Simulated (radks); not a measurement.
**Cd⁴⁺ in [Kr] 4d8: an all-electron calculation**

One table from this session's results is given with a row withheld; the runs are named, their logs left out.

The numbers are computed with radks (a radial shooting solver on a logarithmic mesh, Libxc functionals) version 1 (Dirac Kohn-Sham, exchange-only B88, spin-unpolarised, spherical densities, finite nucleus; open shells fill j = l - 1/2 first), except any that are marked as measured or tabulated.

### The system

```
element            : cadmium (Z = 48)
charge             : +4
electrons          : 44
configuration      : [Kr] 4d8
nuclear rms radius : 4.6087 fm
```

Set-up of the first run:

Settings of this run:

```text
Z 48
configuration [Kr] 4d8 5s0 5p0
relativity Dirac
functional b88,
spin unpolarised
j_filling energy
nucleus finite rms 4.6087 fm
c 137.035999084
```

Run with:

```
> python run_ks.py task.json out
```

This one command runs every case of the session in turn.

Among the steps run: Self-consistent calculation.

One of the session's tables, all rows but one given; the rest of the session is left out.

It belongs to the step «Radial structure». Radial moments (bohr):

| level | <r> | outermost maximum (interpolated) | 90 % within | nodes |
| --- | --- | --- | --- | --- |
| 1s1/2 | 0.03040 | 0.0197 | 0.0546 | 0 |
| 2s1/2 | 0.1313 | 0.111 | 0.203 | 1 |
| 2p1/2 | 0.1112 | 0.0860 | 0.182 | 0 |
| 2p3/2 | 0.1164 | 0.0903 | 0.189 | 0 |
| 3s1/2 | ? | ? | ? | ? |
| 3p1/2 | 0.3494 | 0.310 | 0.526 | 1 |
| 3p3/2 | 0.3604 | 0.320 | 0.542 | 1 |
| 3d3/2 | 0.3325 | 0.264 | 0.526 | 0 |
| 3d5/2 | 0.3361 | 0.267 | 0.531 | 0 |
| 4s1/2 | 0.8711 | 0.793 | 1.26 | 3 |
| 4p1/2 | 0.9243 | 0.825 | 1.36 | 2 |
| 4p3/2 | 0.9528 | 0.849 | 1.40 | 2 |
| 4d3/2 | 1.149 | 0.950 | 1.77 | 1 |
| 4d5/2 | 1.161 | 0.960 | 1.79 | 1 |
| 5s1/2 | 2.141 | 1.95 | 3.06 | 4 |
| 5p1/2 | 2.413 | 2.19 | 3.46 | 3 |
| 5p3/2 | 2.472 | 2.25 | 3.54 | 3 |

Q: Estimate the row for 3s1/2 from the others.

As computed: <r>: 0.3581; outermost maximum (interpolated): 0.324; 90 % within: 0.528; nodes: 2. In the column «<r>» it lies between 3p1/2 (0.3494) and 3p3/2 (0.3604).

Limits of these values: Spin polarisation and multiplet splitting are left out.
